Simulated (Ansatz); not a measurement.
**CH₃Cu: basis-set convergence**

An exercise on one series of results from a longer session: the logs are not shown, and one member is left open.

Program: Ansatz 0.2.0, Gaussian basis. Level of theory: one geometry, several basis sets. These are calculated values, not measurements.

Levels to be run: PBE0-D4/def2-SVP; ωB97M-V/def2-SVP; PBE0-D4/def2-QZVPP; ωB97M-V/def2-QZVPP; the functionals' def2-TZVPP values are taken from earlier runs.

## The geometry

All runs share one geometry, relaxed beforehand with PBE0-D4 in a triple-zeta def2 set.

SMILES `[CH3][Cu]`, 5 atoms, charge 0, spin multiplicity 1.

Atoms are counted from 1 here; the program's logs count them from 0.

Bond lengths: C1–Cu2 1.901 Å, C1–H3 1.091 Å, C1–H4 1.091 Å, C1–H5 1.091 Å. Angles: Cu2–C1–H3 108.7°, Cu2–C1–H4 108.7°, Cu2–C1–H5 108.7°, H3–C1–H4 110.2°, H3–C1–H5 110.2°, H4–C1–H5 110.2°.

Geometry (Å):

```xyz
5
charge 0, multiplicity 1
C    -0.15055   -0.01117   -0.06379
Cu    1.64542   -0.05092    0.55741
H    -0.69869   -0.83535    0.39595
H    -0.14821   -0.11940   -1.14978
H    -0.59808    0.94325    0.21890
```

Set-up of the first run:

in.yaml reads:

```yaml
crystal:
  periodic: [false, false, false]
  atoms:
    - {symbol: C, position_ang: [-0.150548, -0.011168, -0.063786]}
    - {symbol: Cu, position_ang: [1.645425, -0.050919, 0.557410]}
    - {symbol: H, position_ang: [-0.698687, -0.835354, 0.395951]}
    - {symbol: H, position_ang: [-0.148210, -0.119403, -1.149777]}
    - {symbol: H, position_ang: [-0.598078, 0.943245, 0.218901]}
basis:
  gaussian: {orbitals: def2-SVP}
hamiltonian: {xc: pbe0, dispersion: d4}
output: {orbitals: {seedname: orbitals}}
```

Among the steps run: PBE0-D4 in def2-SVP; ωB97M-V in def2-SVP; PBE0-D4 in def2-QZVPP; ωB97M-V in def2-QZVPP.

One of the session's tables, all rows but one given; the rest of the session is left out.

It belongs to the step «Density functionals: the series». 

| functional | basis | HOMO (eV) | LUMO (eV) |
| --- | --- | --- | --- |
| PBE0-D4 | def2-SVP | -5.85 | -1.37 |
| PBE0-D4 | def2-TZVPP | -6.22 | -1.74 |
| PBE0-D4 | def2-QZVPP | -6.21 | -1.75 |
| ωB97M-V | def2-SVP | -8.12 | 0.20 |
| ωB97M-V | def2-TZVPP | ? | ? |
| ωB97M-V | def2-QZVPP | -8.48 | -0.37 |

Estimate the missing values for ωB97M-V, def2-TZVPP.

The run gave: HOMO (eV): -8.49; LUMO (eV): -0.25. In the column «HOMO (eV)» it is the lowest.
